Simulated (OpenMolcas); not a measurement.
**Au³⁺ among point charges: CASSCF and CASPT2 levels and susceptibility**

How does a field of 3 point charges split the states of Au³⁺, and what χT follows?

Program: OpenMolcas 26.06. Level of theory: state-averaged CASSCF and CASPT2, spin-orbit coupling by RASSI with atomic mean-field integrals. These are calculated values, not measurements, unless marked.

### 1 Starting point

```
Species                           : Au³⁺ (gold, Z = 79, 76 electrons)
Basis                             : ANO-RCC-VDZP [7s6p4d2f], 59 functions
Scalar Hamiltonian                : DKH2, point nucleus
Inactive shells                   : 1s 2s 2p 3s 3p 3d 4s 4p 4d 4f 5s 5p
Active space                      : 8 electrons in 5 orbitals (5d)
Some configurations of this space : 5d⁸
Orbitals                          : optimised for each spin and parity, averaged over all roots
```

The outer shells:

5d8
```
5d [↑↓][↑↓][↑↓][↑ ][↑ ]
```

The ion sits among 3 point charges of -2.5 e arranged as a planar triangle (D3h), 1.91 Å from the ion.

The work runs as a chain of OpenMolcas steps in one folder; each step below is one input file. Labels, J, g values, rates, χT and fits are worked out afterwards by a script from the matrices that RASSI stores.

### 2 One- and two-electron integrals

a.inp reads:

```
&GATEWAY
Coord
1

Au 0.0 0.0 0.0
Basis=ANO-RCC-VDZP
Group=NoSym
NoMove
AngMom=0.0 0.0 0.0
AMFI
XField
3 Angstrom 0
1.910000 0.000000 0.000000 -2.500000
-0.955000 1.654109 0.000000 -2.500000
-0.955000 -1.654109 0.000000 -2.500000
&SEWARD
```

Command:

```sh
OMP_NUM_THREADS=1 MOLCAS_MEM=1689 MOLCAS_PROJECT=a pymolcas a.inp > a.log
```

Output:

```text
Basis set label: AU.ANO-RCC...7S6P4D2F.

      Electronic valence basis set:
      ------------------
      Associated Effective Charge  79.000000 au
      Associated Actual Charge     79.000000 au
      Nuclear Model: Point charge

      Shell  nPrim  nBasis  Cartesian Spherical Contaminant
         s      24       7        X
         p      21       6        X
         d      15       4                 X
         f      11       2                 X
                  Relativistic Douglas-Kroll-Hess integrals:
                    - DKH order of Hamiltonian: 2
                    - DKH order of Properties : 0
                  Atomic mean-field integrals
```

### 3 CASSCF: triplets, 10 roots

a.inp reads:

```
&RASSCF
FileOrb=start.orb
Symmetry=1
Spin=3
nActEl=8 0 0
Inactive=34
Ras2=5
CIRoot=10 10 1
SDav=10
CIMx=300
Iter=120 100
PrWF=0.3
OrbListing=Nothing
MaxOrb=0
>>> COPY $Project.JobIph JOB001
```

start.orb holds the contracted functions of the basis, ordered by shell, or the orbitals of the step before.

Output, cut to the lines that bear on the results:

```text
[...]
      Number of active orbitals                  5
[...]
      Spin quantum number                      1.0
[...]
      Active orbitals                            5
[...]
      Number of CSFs                            10
      Number of root(s) required                10
[...]
      Convergence after 10 iterations
[...]
      Natural orbitals and occupation numbers for root  1
      sym 1:   1.037437   1.962563   2.000000   1.962563   1.037437
      Natural orbitals and occupation numbers for root  2
      sym 1:   1.500000   1.500000   2.000000   1.500000   1.500000
      Natural orbitals and occupation numbers for root  3
      sym 1:   1.500000   1.500000   2.000000   1.500000   1.500000
::    RASSCF root number  1 Total energy: -18997.87704115
::    RASSCF root number  2 Total energy: -18997.84293049
::    RASSCF root number  3 Total energy: -18997.84258901
[...]
::    RASSCF root number  7 Total energy: -18997.81208339
::    RASSCF root number  8 Total energy: -18997.74536415
::    RASSCF root number  9 Total energy: -18997.68969820
::    RASSCF root number 10 Total energy: -18997.68969819
```

### 4 CASSCF: singlets, 15 roots

a.inp reads:

```
&RASSCF
FileOrb=start.orb
Symmetry=1
Spin=1
nActEl=8 0 0
Inactive=34
Ras2=5
CIRoot=15 15 1
SDav=15
CIMx=300
Iter=120 100
PrWF=0.3
OrbListing=Nothing
MaxOrb=0
>>> COPY $Project.JobIph JOB002
```

Output, cut to the lines that bear on the results:

```text
[...]
      Number of active orbitals                  5
[...]
      Spin quantum number                      0.0
[...]
      Active orbitals                            5
[...]
      Number of CSFs                            15
      Number of root(s) required                15
[...]
      Convergence after  7 iterations
[...]
      Natural orbitals and occupation numbers for root  1
      sym 1:   1.999997   1.000006   1.999997   1.000000   2.000000
      Natural orbitals and occupation numbers for root  2
      sym 1:   1.999997   1.000036   1.999997   0.999970   2.000000
      Natural orbitals and occupation numbers for root  3
      sym 1:   1.922575   1.090988   1.922575   1.090991   1.972871
::    RASSCF root number  1 Total energy: -18997.83629924
::    RASSCF root number  2 Total energy: -18997.83629924
::    RASSCF root number  3 Total energy: -18997.82267683
[...]
::    RASSCF root number 12 Total energy: -18997.64991687
::    RASSCF root number 13 Total energy: -18997.64991687
::    RASSCF root number 14 Total energy: -18997.64750765
::    RASSCF root number 15 Total energy: -18997.55942839
```

### 5 RASSI: spin-orbit coupling between the states

a.inp reads:

```
&RASSI
NrOfJobIphs=2 10 15
1 2 3 4 5 6 7 8 9 10
1 2 3 4 5 6 7 8 9 10 11 12 13 14 15
IphNames
JOB001
JOB002
EJob
SpinOrbit
DIPRint=1.0
SOCoupling=1000.0
Subsets=2
Property=9
'ANGMOM' 1 'ANGMOM' 2 'ANGMOM' 3 'MLTPL  1' 1 'MLTPL  1' 2 'MLTPL  1' 3
'AMFI' 1 'AMFI' 2 'AMFI' 3
SOProperty=3
'ANGMOM' 1 'ANGMOM' 2 'ANGMOM' 3
```

Output:

```text
SPIN-FREE ENERGIES:
  (Shifted by EMIN (a.u.) =     -18997.8770411454)

 SF State       Relative EMIN(au)   Rel lowest level(eV)    D:o, cm**(-1)      L_eff

     1             0.0000000000        0.0000000000              0.0000         1.9
     2             0.0341106601        0.9281983467           7486.4245         2.9
     3             0.0344521400        0.9374904889           7561.3707         2.9
    11             0.0407419029        1.1086436552           8941.8141         3.9
    12             0.0407419029        1.1086436552           8941.8141         3.9
     4             0.0524753235        1.4279262956          11517.0023         2.7
     5             0.0524753263        1.4279263726          11517.0029         2.7
    13             0.0543643201        1.4793285118          11931.5891         2.0
     6             0.0649577480        1.7675903710          14256.5778         2.9
     7             0.0649577599        1.7675906935          14256.5804         2.9
    14             0.0937518615        2.5511181140          20576.1552         2.3
    15             0.0937518638        2.5511181781          20576.1558         2.3
    16             0.1128948225        3.0720246214          24777.5496         2.4
    17             0.1128948342        3.0720249398          24777.5521         2.4
    18             0.1182855913        3.2187149133          25960.6866         3.9
    19             0.1191843435        3.2431712068          26157.9399         3.9
     8             0.1316769993        3.5831136888          28899.7609         2.3
     9             0.1873429463        5.0978612721          41117.0241         1.5
    10             0.1873429529        5.0978614514          41117.0255         1.5
    20             0.1901948559        5.1754656864          41742.9459         3.6
    21             0.1901948565        5.1754657009          41742.9460         3.6
    22             0.2271242738        6.1803663413          49848.0163         3.7
    23             0.2271242783        6.1803664637          49848.0173         3.7
    24             0.2295334967        6.2459246363          50376.7796         3.6
    25             0.3176127597        8.6426834806          69707.9433         1.0
     Dipole printing threshold changed to   1.00000000E+00

++ Dipole transition strengths (spin-free states):
   -----------------------------------------------
     for osc. strength at least  1.00000000E+00

  ( Max oscillator strength is only    1.3957718572077499E-004 )
--
Eigenvalues of complex Hamiltonian:
   -----------------------------------
  (Shifted by EMIN (a.u.) =     -18997.8770411454)

 SO State       Relative EMIN(au)   Rel lowest level(eV)    D:o, cm**(-1)     J-value

     1            -0.0355039268        0.0000000000              0.0000         2.5
     2            -0.0183045841        0.4680179571           3774.8194         1.5
     3            -0.0183045841        0.4680179570           3774.8194         1.5
     4            -0.0167578763        0.5101060215           4114.2825         2.8
     5            -0.0167578751        0.5101060539           4114.2828         2.8
     6             0.0089892387        1.2107207111           9765.1211         2.7
     7             0.0091102811        1.2140144431           9791.6868         2.7
     8             0.0145802923        1.3628610306          10992.2155         3.2
     9             0.0145802978        1.3628611803          10992.2167         3.2
    10             0.0337841641        1.8854250028          15206.9782         2.9
    11             0.0417907751        2.1032959882          16964.2262         2.5
    12             0.0417907752        2.1032959914          16964.2262         2.5
    13             0.0514762833        2.3668520920          19089.9495         1.9
    14             0.0514762891        2.3668522493          19089.9508         1.9
    15             0.0529174327        2.4060677667          19406.2453         1.5
    16             0.0529174329        2.4060677723          19406.2453         1.5
    17             0.0564684923        2.5026970207          20185.6128         1.4
    18             0.0566355645        2.5072432856          20222.2809         1.4
    19             0.0634091275        2.6915613249          21708.9061         2.4
    20             0.0634091291        2.6915613678          21708.9065         2.4
    21             0.0670072162        2.7894703069          22498.5953         2.7
    22             0.0763408268        3.0434507910          24547.0861         1.7
    23             0.0763408322        3.0434509378          24547.0873         1.7
    24             0.1020913329        3.7441577586          30198.6689         2.1
    25             0.1134310285        4.0527265934          32687.4444         2.5
    26             0.1134310294        4.0527266176          32687.4446         2.5
    27             0.1244320730        4.3520802657          35101.8946         2.8
    28             0.1250616573        4.3692121257          35240.0724         1.6
    29             0.1250616591        4.3692121759          35240.0728         1.6
    30             0.1252774599        4.3750844139          35287.4356         2.8
    31             0.1357342255        4.6596275017          37582.4303         2.3
    32             0.1534340136        5.1412632740          41467.0848         2.4
    33             0.1534340136        5.1412632725          41467.0848         2.4
    34             0.1736952543        5.6925997182          45913.9131         2.8
    35             0.1736952576        5.6925998077          45913.9139         2.8
    36             0.1859117049        6.0250262762          48595.1142         1.2
    37             0.1941373601        6.2488577568          50400.4368         1.4
    38             0.1941373651        6.2488578919          50400.4379         1.4
    39             0.2003286250        6.4173306561          51759.2624         1.5
    40             0.2138856756        6.7862367972          54734.6911         2.1
    41             0.2138856758        6.7862368015          54734.6911         2.1
Weights of the five most important spin-orbit-free states for each spin-orbit state.

 SO State  Total energy (au)           Spin-free states, spin, and weights
 -------------------------------------------------------------------------------------------------------
    1        -0.035504       1 1.0  0.7476   13 0.0  0.2194    4 1.0  0.0160    5 1.0  0.0160   25 0.0  0.0004
    2        -0.018305       2 1.0  0.4166    3 1.0  0.4125   12 0.0  0.1708   11 0.0  0.0001   16 0.0  0.0000
    3        -0.018305       2 1.0  0.4166    3 1.0  0.4125   11 0.0  0.1708   12 0.0  0.0001   17 0.0  0.0000
    4        -0.016758       1 1.0  0.7225    4 1.0  0.2050   15 0.0  0.0678    7 1.0  0.0015    6 1.0  0.0015
    5        -0.016758       1 1.0  0.7225    5 1.0  0.2050   14 0.0  0.0678    6 1.0  0.0015    7 1.0  0.0015
    6         0.008989       2 1.0  0.4878    6 1.0  0.2314    7 1.0  0.2314   19 0.0  0.0494   15 0.0  0.0000
    7         0.009110       3 1.0  0.4837    6 1.0  0.2329    7 1.0  0.2329   18 0.0  0.0504    5 1.0  0.0000
    8         0.014580       6 1.0  0.3240    4 1.0  0.3009    5 1.0  0.3009   17 0.0  0.0501    2 1.0  0.0083
    9         0.014580       7 1.0  0.3240    4 1.0  0.3009    5 1.0  0.3009   16 0.0  0.0501    2 1.0  0.0083
   10         0.033784       5 1.0  0.3029    4 1.0  0.3029   13 0.0  0.2818    8 1.0  0.0777   24 0.0  0.0158
   11         0.041791       5 1.0  0.5780    1 1.0  0.2566   14 0.0  0.0654    7 1.0  0.0416    6 1.0  0.0416
   12         0.041791       4 1.0  0.5780    1 1.0  0.2566   15 0.0  0.0654    7 1.0  0.0416    6 1.0  0.0416
```

These steps took 6.6 s in all on 1 thread of Arm Neoverse V1, shared host.

States without spin-orbit coupling:

| state | degeneracy | E (cm-1) | free-ion L (%) |
| --- | --- | --- | --- |
| 3A2 | 1 | 0 | P (61) |
| 3A1 | 1 | 7486 | F (100) |
| 3A2 | 1 | 7561 | F (100) |
| 1E | 2 | 8942 | G (100) |
| 3E | 2 | 11517 | F (80) |
| 1A1 | 1 | 11932 | D (78) |
| 3E | 2 | 14257 | F (100) |
| 1E | 2 | 20576 | D (86) |
| 1E | 2 | 24778 | D (81) |
| 1A1 | 1 | 25961 | G (100) |
| 1A2 | 1 | 26158 | G (100) |
| 3A2 | 1 | 28900 | F (61) |
| 3E | 2 | 41117 | P (80) |
| 1E | 2 | 41743 | G (81) |
| 1E | 2 | 49848 | G (86) |
| 1A1 | 1 | 50377 | G (87) |
| 1A1 | 1 | 69708 | S (76) |

With spin-orbit coupling:

```json
{"E (cm-1)": "0.0", "Degeneracy": "1", "Label": "A1", "2S+1": "3", "g": ""}
{"E (cm-1)": "3775", "Degeneracy": "2", "Label": "E", "2S+1": "3", "g": "0.00 0.00 9.60"}
{"E (cm-1)": "4114", "Degeneracy": "2", "Label": "E", "2S+1": "3", "g": "0.00 0.00 3.43"}
{"E (cm-1)": "9765", "Degeneracy": "1", "Label": "A2", "2S+1": "3", "g": ""}
{"E (cm-1)": "9792", "Degeneracy": "1", "Label": "A1", "2S+1": "3", "g": ""}
{"E (cm-1)": "10992", "Degeneracy": "2", "Label": "E", "2S+1": "3", "g": "0.00 0.00 5.12"}
{"E (cm-1)": "15207", "Degeneracy": "1", "Label": "A1", "2S+1": "3", "g": ""}
{"E (cm-1)": "16964", "Degeneracy": "2", "Label": "E", "2S+1": "3", "g": "0.00 0.00 2.34"}
{"E (cm-1)": "19090", "Degeneracy": "2", "Label": "E", "2S+1": "3", "g": "0.00 0.00 2.75"}
{"E (cm-1)": "19406", "Degeneracy": "2", "Label": "E", "2S+1": "1", "g": "0.00 0.00 8.20"}
{"E (cm-1)": "20186", "Degeneracy": "1", "Label": "A2", "2S+1": "3", "g": ""}
{"E (cm-1)": "20222", "Degeneracy": "1", "Label": "A1", "2S+1": "3", "g": ""}
{"E (cm-1)": "21709", "Degeneracy": "2", "Label": "E", "2S+1": "3", "g": "0.00 0.00 1.33"}
{"E (cm-1)": "22499", "Degeneracy": "1", "Label": "A2", "2S+1": "3", "g": ""}
{"E (cm-1)": "24547", "Degeneracy": "2", "Label": "E", "2S+1": "3", "g": "0.00 0.00 4.53"}
{"E (cm-1)": "30199", "Degeneracy": "1", "Label": "A1", "2S+1": "3", "g": ""}
{"E (cm-1)": "32687", "Degeneracy": "2", "Label": "E", "2S+1": "3", "g": "0.00 0.00 2.14"}
{"E (cm-1)": "35102", "Degeneracy": "1", "Label": "A1", "2S+1": "1", "g": ""}
{"E (cm-1)": "35240", "Degeneracy": "2", "Label": "E", "2S+1": "3", "g": "0.00 0.00 3.95"}
{"E (cm-1)": "35287", "Degeneracy": "1", "Label": "A2", "2S+1": "1", "g": ""}
{"E (cm-1)": "37582", "Degeneracy": "1", "Label": "A1", "2S+1": "3", "g": ""}
{"E (cm-1)": "41467", "Degeneracy": "2", "Label": "E", "2S+1": "3", "g": "0.00 0.00 2.44"}
{"E (cm-1)": "45914", "Degeneracy": "2", "Label": "E", "2S+1": "1", "g": "0.00 0.00 4.67"}
{"E (cm-1)": "48595", "Degeneracy": "1", "Label": "A1", "2S+1": "3", "g": ""}
```

Labels of spin-orbit levels are those of the rotation subgroup (D3 for D3h). Principal g values are given for doublets only; a zero marks a field direction without first-order Zeeman splitting.

Powder χT (cm³ K/mol): 0.00 at 2 K, 0.00 at 5 K, 0.01 at 10 K, 0.01 at 20 K, 0.03 at 50 K, 0.06 at 100 K, 0.09 at 150 K, 0.12 at 200 K, 0.15 at 250 K, 0.18 at 300 K.

Orbitals of the lowest block (energies include the constant potential of the surroundings):

```csv
shell,space,energy (hartree),mean occupation,⟨r²⟩ (bohr²)
1s,inactive,-2975.2772,2.000,0.000362
2s,inactive,-530.3953,2.000,0.00591
2p,inactive,-460.9090,6.000,0.00497
3s,inactive,-127.1975,2.000,0.0385
3p,inactive,-106.5674,6.000,0.0394
3d,inactive,-83.3531,10.000,0.0330
4s,inactive,-28.4247,2.000,0.187
4p,inactive,-21.5021,6.000,0.212
4d,inactive,-12.7877,10.000,0.242
4f,inactive,-3.1277,14.000,0.296
5s,inactive,-3.9955,2.000,0.990
5p,inactive,-2.0384,6.000,1.28
5d,RAS2,,8.000,2.55
```

### 6 CASPT2: IPEA 0.25, imaginary shift 0.1 (closed shells correlated: 4f 5s 5p)

a.inp reads:

```
>>> COPY JOB001 $Project.JobIph
&CASPT2
Multistate=10 1 2 3 4 5 6 7 8 9 10
NoMult
Frozen=23
IPEA=0.25
Imaginary=0.1
MaxIter=60
WThr=0.0 0.3 0.05
PrWF=0.5
NoMix
>>> COPY JOB002 $Project.JobIph
&CASPT2
Multistate=15 1 2 3 4 5 6 7 8 9 10 11 12 13 14 15
NoMult
Frozen=23
IPEA=0.25
Imaginary=0.1
MaxIter=60
WThr=0.0 0.3 0.05
PrWF=0.5
NoMix
```

Output, cut to the lines that bear on the results:

```text
[...]
      Active orbitals                            5
[...]
      E2 (Variational):          -0.3109872348
      Total energy:          -18998.1880283802
[...]
::    CASPT2 Root  1     Total energy: -18998.18802838
::    CASPT2 Root  2     Total energy: -18998.14939535
[...]
::    CASPT2 Root 12     Total energy: -18997.95672904
::    CASPT2 Root 13     Total energy: -18997.95673015
::    CASPT2 Root 14     Total energy: -18997.95885454
::    CASPT2 Root 15     Total energy: -18997.87989884
```

This run: 6.4 s of run time, 1 thread of Arm Neoverse V1, shared host.

SS-CASPT2: lowest energy less the reference's lowest, -0.3110 hartree; reference weights 0.935 to 0.942.

States without spin-orbit coupling:

```csv
state,degeneracy,E (cm-1),free-ion L (%)
3A2,1,0,P (61)
3A1,1,8479,F (100)
3A2,1,8514,F (100)
1E,2,8614,G (100)
1A1,1,10500,D (78)
3E,2,12127,F (80)
3E,2,16765,F (100)
1E,2,19480,D (86)
1E,2,25497,D (81)
1A1,1,25558,G (100)
1A2,1,25691,G (100)
3A2,1,30164,F (61)
1E,2,41798,G (81)
3E,2,42292,P (80)
1A1,1,50298,G (87)
1E,2,50764,G (86)
1A1,1,67627,S (76)
```

With spin-orbit coupling:

```json
{"E (cm-1)": "0", "Degeneracy": "1", "Label": "A1", "2S+1": "3", "g": ""}
{"E (cm-1)": "4480", "Degeneracy": "2", "Label": "E", "2S+1": "3", "g": "0.00 0.00 3.44"}
{"E (cm-1)": "4820", "Degeneracy": "2", "Label": "E", "2S+1": "3", "g": "0.00 0.00 9.54"}
{"E (cm-1)": "11640", "Degeneracy": "1", "Label": "A2", "2S+1": "3", "g": ""}
{"E (cm-1)": "11660", "Degeneracy": "1", "Label": "A1", "2S+1": "3", "g": ""}
{"E (cm-1)": "12480", "Degeneracy": "2", "Label": "E", "2S+1": "3", "g": "0.00 0.00 5.25"}
{"E (cm-1)": "15550", "Degeneracy": "1", "Label": "A1", "2S+1": "3", "g": ""}
{"E (cm-1)": "17690", "Degeneracy": "2", "Label": "E", "2S+1": "3", "g": "0.00 0.00 2.43"}
{"E (cm-1)": "19630", "Degeneracy": "2", "Label": "E", "2S+1": "1", "g": "0.00 0.00 8.28"}
{"E (cm-1)": "20430", "Degeneracy": "2", "Label": "E", "2S+1": "3", "g": "0.00 0.00 2.67"}
{"E (cm-1)": "22270", "Degeneracy": "1", "Label": "A2", "2S+1": "3", "g": ""}
{"E (cm-1)": "22290", "Degeneracy": "1", "Label": "A1", "2S+1": "3", "g": ""}
{"E (cm-1)": "22740", "Degeneracy": "2", "Label": "E", "2S+1": "3", "g": "0.00 0.00 1.44"}
{"E (cm-1)": "23420", "Degeneracy": "1", "Label": "A2", "2S+1": "3", "g": ""}
{"E (cm-1)": "26350", "Degeneracy": "2", "Label": "E", "2S+1": "3", "g": "0.00 0.00 4.51"}
{"E (cm-1)": "30150", "Degeneracy": "1", "Label": "A1", "2S+1": "3", "g": ""}
{"E (cm-1)": "34610", "Degeneracy": "2", "Label": "E", "2S+1": "3", "g": "0.00 0.00 1.88"}
{"E (cm-1)": "35180", "Degeneracy": "1", "Label": "A1", "2S+1": "1", "g": ""}
{"E (cm-1)": "35300", "Degeneracy": "1", "Label": "A2", "2S+1": "1", "g": ""}
{"E (cm-1)": "36670", "Degeneracy": "2", "Label": "E", "2S+1": "3", "g": "0.00 0.00 3.95"}
{"E (cm-1)": "38940", "Degeneracy": "1", "Label": "A1", "2S+1": "3", "g": ""}
{"E (cm-1)": "42210", "Degeneracy": "2", "Label": "E", "2S+1": "3", "g": "0.00 0.00 2.50"}
{"E (cm-1)": "46850", "Degeneracy": "2", "Label": "E", "2S+1": "1", "g": "0.00 0.00 4.58"}
{"E (cm-1)": "49560", "Degeneracy": "1", "Label": "A1", "2S+1": "3", "g": ""}
```

Powder χT (cm³ K/mol): 0.00 at 2 K, 0.00 at 5 K, 0.01 at 10 K, 0.01 at 20 K, 0.03 at 50 K, 0.05 at 100 K, 0.08 at 150 K, 0.11 at 200 K, 0.13 at 250 K, 0.16 at 300 K.

### 7 The methods side by side

A. CASSCF
B. SS-CASPT2, IPEA 0.25, imaginary shift 0.1 (closed shells correlated: 4f 5s 5p)

| method | ground state | first state of that spin (cm-1) | first gap with spin-orbit (cm-1) | χT at 300 K |
| --- | --- | --- | --- | --- |
| A | 3A2 | 3A1 7486 | 3774.8 | 0.18 |
| B | 3A2 | 3A1 8479 | 4479.1 | 0.16 |

### 8 Outcome

| quantity | value |
| --- | --- |
| method | SS-CASPT2, IPEA 0.25, imaginary shift 0.1 (closed shells correlated: 4f 5s 5p) |
| spin-free ground state | 3A2, 1-fold in its orbital part |
| first state of the same spin within the active space | 3A1 at 8480 cm⁻¹ |
| lowest level | 1-fold A1 |
| next level | 4479.1 cm⁻¹ |
| χT at 300 K | 0.16 cm³ K/mol |
| effective moment at 300 K | 1.14 μB |

Cost by method:

| method | time of its own steps | time with the reference |
| --- | --- | --- |
| A. CASSCF | 6.6 s | 6.6 s |
| B. SS-CASPT2, IPEA 0.25, imaginary shift 0.1, +4f 5s 5p | 6.4 s | 13 s |

Times are of one thread on a shared host.

The spin-free ground state (3A2) comes to 61 % from free-ion P terms and keeps the highest spin of the shell. χT at 300 K is 0.16, against 1.00 cm³ K/mol for the spin alone, so spin-orbit coupling lowers it. CASPT2 does not keep the components of a term degenerate, and the means are used. The field of point charges can differ much from that of real complexes. This is an electrostatic model: the charges have no orbitals.
